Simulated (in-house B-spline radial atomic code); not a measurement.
# Ru⁵⁺: binding energies from hole states

Aim: binding energies of the shells of Ru⁵⁺, from runs with electrons taken out, set against the orbital energies of the parent.

Method: Dirac-Hartree-Fock, average of configuration, Fermi nucleus, basis-set limit. Code: in-house B-spline radial atomic code version 1.

### 1 What is computed

| Property | Result |
| --- | --- |
| element | ruthenium (Z = 44) |
| charge | +5 |
| electrons | 39 |
| configuration | [Kr] 4d3 |
| Hamiltonian | Dirac-Coulomb |
| nucleus | Fermi, rms radius 4.481 fm |

The outer shells:

[Kr] 4d3
```
[Kr] core
4d [↑ ][↑ ][↑ ][  ][  ]
```

The boxes draw the filling by Hund's rule, which heavy ions in jj coupling don't follow; these runs average over all states of the configuration.

Input settings:

```ini
Z = 44
electrons = 39.0
configuration = [Kr] 4d3
hamiltonian = dirac
method = hf
spin_polarised = False
nucleus = fermi
rms_radius = 4.4809
mass_number = 102
atomic_mass = 101.904340312
speed_of_light = 137.035999084
```

From the earlier run of the reference: total energy -4523.677247 hartree. Levels, eight at most:

```tsv
orbital	occupation	energy (eV)	<r> (bohr)
3p3/2	4	-558.46	0.4037
3d3/2	4	-379.09	0.3807
3d5/2	6	-374.64	0.3841
4s1/2	2	-161.88	1.0000
4p1/2	2	-127.29	1.068
4p3/2	4	-123.44	1.091
4d3/2	1.2	-75.528	1.309
4d5/2	1.8	-75.058	1.318
```

### 2 The 1s hole

Changes to the settings of step 1:

```diff
@@ -1,4 +1,4 @@
 Z = 44
-electrons = 39.0
-configuration = [Kr] 4d3
+electrons = 38.0
+configuration = 1s1 2s2 2p6 3s2 3p6 3d10 4s2 4p6 4d3
 hamiltonian = dirac
```

Main fields of the result record, rounded:

```text
status: converged
scf [iteration, energy, orbital gradient]:
  - [1, -3691.16790042, 1.23]
  - [2, -3703.14090955, 0.424]
  - [3, -3705.19973952, 0.11]
  - [4, -3705.38308504, 0.0267]
  - [5, -3705.39850127, 0.0151]
  - [6, -3705.40142065, 0.000511]
  - [7, -3705.40142439, 7.45e-05]
  - [8, -3705.40142456, 9.68e-06]
  - [9, -3705.40142456, 3.13e-07]
energy [hartree]: {"total": -3705.40142456, "kinetic": 3843.81669046, "nuclear": -9041.19896867, "coulomb": 1592.48878286, "exact_exchange": -100.507929215}
breit [hartree]: {"gaunt": 1.487772, "retardation": -0.1989199, "frequency_dependence": -0.01215444}
qed [hartree]: {"self_energy": 1.248052, "uehling": -0.1444481, "wichmann_kroll": 0.002370225}
recoil [hartree]: 0.01464674
total_with_corrections [hartree]: -3703.00410569
orbitals [hartree, bohr; first row names the columns]:
  - ["name", "occ", "eps", "<r>"]
  - ["1s1/2", 1.0, -844.50717, 0.033294]
  - ["2s1/2", 2.0, -128.94738, 0.14274]
  - ["2p1/2", 2.0, -120.69598, 0.12086]
  - ["2p3/2", 4.0, -115.47023, 0.1256]
  - ["3s1/2", 2.0, -27.202948, 0.39093]
  - ["3p1/2", 2.0, -23.595996, 0.38181]
  - ["3p3/2", 4.0, -22.663972, 0.39183]
  - ["3d3/2", 4.0, -15.901759, 0.36635]
  - ["3d5/2", 6.0, -15.715879, 0.36972]
  - ["4s1/2", 2.0, -6.9219419, 0.96135]
  - ["4p1/2", 2.0, -5.6226327, 1.0144]
  - ["4p3/2", 4.0, -5.4598916, 1.0367]
  - ["4d3/2", 1.2, -3.5669906, 1.2066]
  - ["4d5/2", 1.8, -3.5447668, 1.2151]
sum_r [bohr^k]: {"-1": 205.4827, "1": 19.59288, "2": 17.52463}
energy_minus_base [hartree]: 818.275822
energy_minus_base_with_corrections [hartree]: 815.947494
```

It took 1 s on 1 thread, shared host.

energy_minus_base is the energy less that of the reference run.

### 3 The 2s hole

Changes to the settings of step 2:

```diff
@@ -2,3 +2,3 @@
 electrons = 38.0
-configuration = 1s1 2s2 2p6 3s2 3p6 3d10 4s2 4p6 4d3
+configuration = 1s2 2s1 2p6 3s2 3p6 3d10 4s2 4p6 4d3
 hamiltonian = dirac
```

Main fields:

```text
status: converged
scf [iteration, energy, orbital gradient]:
  - [1, -4389.35569447, 0.677]
  - [2, -4399.64633991, 0.414]
  - [3, -4401.36810215, 0.107]
  - [4, -4401.5253447, 0.0251]
  - [5, -4401.53929581, 0.0156]
  - [6, -4401.5417511, 0.000731]
  - [7, -4401.54176099, 5.46e-05]
  - [8, -4401.5417611, 6.38e-06]
  - [9, -4401.5417611, 3.54e-07]
energy [hartree]: {"total": -4401.5417611, "kinetic": 4575.33505342, "nuclear": -10507.5571262, "coulomb": 1649.62283305, "exact_exchange": -118.942521367}
breit [hartree]: {"gaunt": 3.024074, "retardation": -0.3084542, "frequency_dependence": -0.02276219}
qed [hartree]: {"self_energy": 2.026381, "uehling": -0.2401707, "wichmann_kroll": 0.003942081}
recoil [hartree]: 0.01631338
total_with_corrections [hartree]: -4397.04243696
orbitals [hartree, bohr; first row names the columns]:
  - ["name", "occ", "eps", "<r>"]
  - ["1s1/2", 2.0, -826.07878, 0.033428]
  - ["2s1/2", 1.0, -127.37523, 0.14491]
  - ["2p1/2", 2.0, -117.57109, 0.12279]
  - ["2p3/2", 4.0, -112.65093, 0.12746]
  - ["3s1/2", 2.0, -26.922779, 0.39346]
  - ["3p1/2", 2.0, -23.302086, 0.38554]
  - ["3p3/2", 4.0, -22.409748, 0.39533]
  - ["3d3/2", 4.0, -15.927064, 0.36762]
  - ["3d5/2", 6.0, -15.746546, 0.37089]
  - ["4s1/2", 2.0, -6.878622, 0.96666]
  - ["4p1/2", 2.0, -5.5812998, 1.0212]
  - ["4p3/2", 4.0, -5.424678, 1.043]
  - ["4d3/2", 1.2, -3.575703, 1.2059]
  - ["4d5/2", 1.8, -3.553961, 1.2142]
sum_r [bohr^k]: {"-1": 238.8097, "1": 19.58273, "2": 17.64393}
energy_minus_base [hartree]: 122.135486
energy_minus_base_with_corrections [hartree]: 121.909162
```

Run time: 1 s. Hardware: 1 thread, shared host.

### 4 The 2p1/2 hole

In configurations, a minus sign after the shell means j = l − 1/2 and a plus sign j = l + 1/2; the count of electrons follows.

Changes to the settings of step 3:

```diff
@@ -2,3 +2,3 @@
 electrons = 38.0
-configuration = 1s2 2s1 2p6 3s2 3p6 3d10 4s2 4p6 4d3
+configuration = 1s2 2s2 2p-1 2p+4 3s2 3p6 3d10 4s2 4p6 4d3
 hamiltonian = dirac
```

Main fields:

```text
status: converged
scf [iteration, energy, orbital gradient]:
  - [1, -4398.71195282, 0.766]
  - [2, -4409.23292093, 0.425]
  - [3, -4411.00855652, 0.113]
  - [4, -4411.17026244, 0.0275]
  - [5, -4411.18447837, 0.0156]
  - [6, -4411.18701349, 0.000717]
  - [7, -4411.18702272, 5.46e-05]
  - [8, -4411.18702283, 6.04e-06]
  - [9, -4411.18702283, 3.61e-07]
energy [hartree]: {"total": -4411.18702283, "kinetic": 4586.31257477, "nuclear": -10521.0769511, "coulomb": 1642.93071017, "exact_exchange": -119.353356696}
breit [hartree]: {"gaunt": 2.908266, "retardation": -0.2881052, "frequency_dependence": -0.02179029}
qed [hartree]: {"self_energy": 2.138639, "uehling": -0.252349, "wichmann_kroll": 0.004139617}
recoil [hartree]: 0.01719673
total_with_corrections [hartree]: -4406.68102619
orbitals [hartree, bohr; first row names the columns]:
  - ["name", "occ", "eps", "<r>"]
  - ["1s1/2", 2.0, -827.32951, 0.033399]
  - ["2s1/2", 2.0, -127.10462, 0.14409]
  - ["2p1/2", 1.0, -118.76847, 0.12344]
  - ["2p3/2", 4.0, -113.49739, 0.12715]
  - ["3s1/2", 2.0, -27.021145, 0.39305]
  - ["3p1/2", 2.0, -23.253095, 0.38515]
  - ["3p3/2", 4.0, -22.469536, 0.39454]
  - ["3d3/2", 4.0, -15.872272, 0.36821]
  - ["3d5/2", 6.0, -15.78552, 0.36992]
  - ["4s1/2", 2.0, -6.8939703, 0.96506]
  - ["4p1/2", 2.0, -5.5732021, 1.022]
  - ["4p3/2", 4.0, -5.4334591, 1.0415]
  - ["4d3/2", 1.2, -3.5686162, 1.2079]
  - ["4d5/2", 1.8, -3.5577883, 1.2126]
sum_r [bohr^k]: {"-1": 239.117, "1": 19.58627, "2": 17.62444}
energy_minus_base [hartree]: 112.490224
energy_minus_base_with_corrections [hartree]: 112.270573
```

Wall time 1 s (1 thread, shared host).

### 5 The 2p3/2 hole

Changes to the settings of step 4:

```diff
@@ -2,3 +2,3 @@
 electrons = 38.0
-configuration = 1s2 2s2 2p-1 2p+4 3s2 3p6 3d10 4s2 4p6 4d3
+configuration = 1s2 2s2 2p-2 2p+3 3s2 3p6 3d10 4s2 4p6 4d3
 hamiltonian = dirac
```

Main fields:

```text
status: converged
scf [iteration, energy, orbital gradient]:
  - [1, -4403.59088548, 0.752]
  - [2, -4414.05286817, 0.413]
  - [3, -4415.81736226, 0.109]
  - [4, -4415.97801196, 0.0263]
  - [5, -4415.99214683, 0.0152]
  - [6, -4415.99466379, 0.000736]
  - [7, -4415.99467381, 5.34e-05]
  - [8, -4415.99467392, 5.91e-06]
  - [9, -4415.99467392, 3.53e-07]
energy [hartree]: {"total": -4415.99467392, "kinetic": 4601.36137433, "nuclear": -10542.3582098, "coulomb": 1644.58964987, "exact_exchange": -119.587488327}
breit [hartree]: {"gaunt": 2.981456, "retardation": -0.2881256, "frequency_dependence": -0.01758543}
qed [hartree]: {"self_energy": 2.129022, "uehling": -0.2525709, "wichmann_kroll": 0.004143607}
recoil [hartree]: 0.01715411
total_with_corrections [hartree]: -4411.42118048
orbitals [hartree, bohr; first row names the columns]:
  - ["name", "occ", "eps", "<r>"]
  - ["1s1/2", 2.0, -826.95134, 0.033403]
  - ["2s1/2", 2.0, -127.02193, 0.14413]
  - ["2p1/2", 2.0, -118.33359, 0.12256]
  - ["2p3/2", 3.0, -113.48642, 0.1282]
  - ["3s1/2", 2.0, -27.014438, 0.39315]
  - ["3p1/2", 2.0, -23.355475, 0.38489]
  - ["3p3/2", 4.0, -22.411782, 0.39441]
  - ["3d3/2", 4.0, -15.957613, 0.36688]
  - ["3d5/2", 6.0, -15.725545, 0.371]
  - ["4s1/2", 2.0, -6.893042, 0.96519]
  - ["4p1/2", 2.0, -5.5892288, 1.02]
  - ["4p3/2", 4.0, -5.4244673, 1.0429]
  - ["4d3/2", 1.2, -3.5787506, 1.2047]
  - ["4d5/2", 1.8, -3.5510806, 1.2149]
sum_r [bohr^k]: {"-1": 239.6007, "1": 19.58615, "2": 17.63008}
energy_minus_base [hartree]: 107.682573
energy_minus_base_with_corrections [hartree]: 107.530419
```

Run time: 1 s. Hardware: 1 thread, shared host.

### 6 The 3s hole

Changes to the settings of step 5:

```diff
@@ -2,3 +2,3 @@
 electrons = 38.0
-configuration = 1s2 2s2 2p-2 2p+3 3s2 3p6 3d10 4s2 4p6 4d3
+configuration = 1s2 2s2 2p6 3s1 3p6 3d10 4s2 4p6 4d3
 hamiltonian = dirac
```

Main fields:

```text
status: converged
scf [iteration, energy, orbital gradient]:
  - [1, -4488.86132114, 0.772]
  - [2, -4497.51160115, 0.327]
  - [3, -4498.74939857, 0.0977]
  - [4, -4498.8662266, 0.0291]
  - [5, -4498.87757926, 0.0113]
  - [6, -4498.87934184, 0.000973]
  - [7, -4498.87935407, 7.76e-05]
  - [8, -4498.87935415, 4.46e-06]
  - [9, -4498.87935415, 3.57e-07]
energy [hartree]: {"total": -4498.87935415, "kinetic": 4681.6481494, "nuclear": -10740.9588775, "coulomb": 1684.76348392, "exact_exchange": -124.332110016}
breit [hartree]: {"gaunt": 3.147439, "retardation": -0.3158278, "frequency_dependence": -0.02196153}
qed [hartree]: {"self_energy": 2.110173, "uehling": -0.2497037, "wichmann_kroll": 0.004097334}
recoil [hartree]: 0.01684163
total_with_corrections [hartree]: -4494.18829665
orbitals [hartree, bohr; first row names the columns]:
  - ["name", "occ", "eps", "<r>"]
  - ["1s1/2", 2.0, -822.38885, 0.033427]
  - ["2s1/2", 2.0, -124.92327, 0.14512]
  - ["2p1/2", 2.0, -115.48698, 0.12364]
  - ["2p3/2", 4.0, -110.64223, 0.12835]
  - ["3s1/2", 1.0, -26.728366, 0.39948]
  - ["3p1/2", 2.0, -22.744441, 0.39047]
  - ["3p3/2", 4.0, -21.877375, 0.40044]
  - ["3d3/2", 4.0, -15.465412, 0.37516]
  - ["3d5/2", 6.0, -15.297362, 0.3784]
  - ["4s1/2", 2.0, -6.8322087, 0.97104]
  - ["4p1/2", 2.0, -5.5425597, 1.0286]
  - ["4p3/2", 4.0, -5.3872181, 1.0505]
  - ["4d3/2", 1.2, -3.5492, 1.2171]
  - ["4d5/2", 1.8, -3.5282474, 1.2252]
sum_r [bohr^k]: {"-1": 244.1143, "1": 19.53803, "2": 17.81594}
energy_minus_base [hartree]: 24.7978926
energy_minus_base_with_corrections [hartree]: 24.7633026
```

Wall time 1 s (1 thread, shared host).

### 7 The 3p1/2 hole

Changes to the settings of step 6:

```diff
@@ -2,3 +2,3 @@
 electrons = 38.0
-configuration = 1s2 2s2 2p6 3s1 3p6 3d10 4s2 4p6 4d3
+configuration = 1s2 2s2 2p6 3s2 3p-1 3p+4 3d10 4s2 4p6 4d3
 hamiltonian = dirac
```

Main fields:

```text
status: converged
scf [iteration, energy, orbital gradient]:
  - [1, -4492.56945815, 0.668]
  - [2, -4501.27435029, 0.336]
  - [3, -4502.50810919, 0.0996]
  - [4, -4502.62568966, 0.0299]
  - [5, -4502.63719107, 0.0113]
  - [6, -4502.63896497, 0.000878]
  - [7, -4502.63897699, 7.22e-05]
  - [8, -4502.63897706, 4.08e-06]
  - [9, -4502.63897706, 3.21e-07]
energy [hartree]: {"total": -4502.63897706, "kinetic": 4685.80257154, "nuclear": -10747.608786, "coulomb": 1683.85884194, "exact_exchange": -124.691604575}
breit [hartree]: {"gaunt": 3.129702, "retardation": -0.3125687, "frequency_dependence": -0.02187133}
qed [hartree]: {"self_energy": 2.131329, "uehling": -0.2519574, "wichmann_kroll": 0.004133845}
recoil [hartree]: 0.01700156
total_with_corrections [hartree]: -4497.94320797
orbitals [hartree, bohr; first row names the columns]:
  - ["name", "occ", "eps", "<r>"]
  - ["1s1/2", 2.0, -822.51899, 0.033424]
  - ["2s1/2", 2.0, -125.04708, 0.14492]
  - ["2p1/2", 2.0, -115.45921, 0.12379]
  - ["2p3/2", 4.0, -110.72486, 0.12831]
  - ["3s1/2", 2.0, -26.492261, 0.39726]
  - ["3p1/2", 1.0, -22.999501, 0.3931]
  - ["3p3/2", 4.0, -22.022464, 0.4]
  - ["3d3/2", 4.0, -15.356754, 0.37508]
  - ["3d5/2", 6.0, -15.348534, 0.37816]
  - ["4s1/2", 2.0, -6.8524747, 0.97119]
  - ["4p1/2", 2.0, -5.5207433, 1.029]
  - ["4p3/2", 4.0, -5.3933397, 1.0497]
  - ["4d3/2", 1.2, -3.5465219, 1.2179]
  - ["4d5/2", 1.8, -3.5300028, 1.2246]
sum_r [bohr^k]: {"-1": 244.2655, "1": 19.53915, "2": 17.81177}
energy_minus_base [hartree]: 21.0382696
energy_minus_base_with_corrections [hartree]: 21.0083913
```

It took 1 s on 1 thread, shared host.

### 8 The 3p3/2 hole

Changes to the settings of step 7:

```diff
@@ -2,3 +2,3 @@
 electrons = 38.0
-configuration = 1s2 2s2 2p6 3s2 3p-1 3p+4 3d10 4s2 4p6 4d3
+configuration = 1s2 2s2 2p6 3s2 3p-2 3p+3 3d10 4s2 4p6 4d3
 hamiltonian = dirac
```

Main fields:

```text
status: converged
scf [iteration, energy, orbital gradient]:
  - [1, -4493.46932107, 0.653]
  - [2, -4502.12482073, 0.314]
  - [3, -4503.34892635, 0.0933]
  - [4, -4503.46522252, 0.0282]
  - [5, -4503.47656753, 0.0112]
  - [6, -4503.47832463, 0.00085]
  - [7, -4503.4783373, 7.3e-05]
  - [8, -4503.47833737, 4.06e-06]
  - [9, -4503.47833737, 3.09e-07]
energy [hartree]: {"total": -4503.47833737, "kinetic": 4688.43996823, "nuclear": -10751.8617252, "coulomb": 1684.727581, "exact_exchange": -124.784161454}
breit [hartree]: {"gaunt": 3.142476, "retardation": -0.3125816, "frequency_dependence": -0.02107088}
qed [hartree]: {"self_energy": 2.129674, "uehling": -0.2520021, "wichmann_kroll": 0.004134646}
recoil [hartree]: 0.0169882
total_with_corrections [hartree]: -4498.77071842
orbitals [hartree, bohr; first row names the columns]:
  - ["name", "occ", "eps", "<r>"]
  - ["1s1/2", 2.0, -822.44049, 0.033424]
  - ["2s1/2", 2.0, -125.00561, 0.14494]
  - ["2p1/2", 2.0, -115.52793, 0.12361]
  - ["2p3/2", 4.0, -110.62679, 0.12849]
  - ["3s1/2", 2.0, -26.475935, 0.39731]
  - ["3p1/2", 2.0, -22.872761, 0.39025]
  - ["3p3/2", 3.0, -22.038511, 0.4033]
  - ["3d3/2", 4.0, -15.481401, 0.37517]
  - ["3d5/2", 6.0, -15.236127, 0.37844]
  - ["4s1/2", 2.0, -6.8508718, 0.97144]
  - ["4p1/2", 2.0, -5.5469866, 1.0282]
  - ["4p3/2", 4.0, -5.3804881, 1.0488]
  - ["4d3/2", 1.2, -3.5494236, 1.2171]
  - ["4d5/2", 1.8, -3.5263433, 1.2259]
sum_r [bohr^k]: {"-1": 244.3621, "1": 19.53592, "2": 17.81527}
energy_minus_base [hartree]: 20.1989093
energy_minus_base_with_corrections [hartree]: 20.1808809
```

Wall time 1 s (1 thread, shared host).

### 9 Binding energies

| hole | ΔSCF (eV) | with Breit, QED, recoil (eV) | −ε of the parent (eV) | −ε less ΔSCF (eV) |
| --- | --- | --- | --- | --- |
| 1s | 22266.4 | 22203.1 | 22322.8 | 56.36 |
| 2s | 3323.48 | 3317.32 | 3351.06 | 27.58 |
| 2p1/2 | 3061.01 | 3055.04 | 3091.62 | 30.61 |
| 2p3/2 | 2930.19 | 2926.05 | 2959.96 | 29.77 |
| 3s | 674.79 | 673.84 | 683.64 | 8.85 |
| 3p1/2 | 572.48 | 571.67 | 581.62 | 9.14 |
| 3p3/2 | 549.64 | 549.15 | 558.46 | 8.82 |

Koopmans' values overshoot, as they freeze the orbitals; relaxation lowers the cost by 56.4 eV for 1s and 8.82 eV for 3p3/2. The difference of the 1s and 2p3/2 holes gives a Kα1 line at 19277.0 eV for this charge state (with Breit, QED and recoil). The spin-orbit splitting of the 2p hole is 128.99 eV with those corrections. Values are for the free ion, measured from the vacuum level.
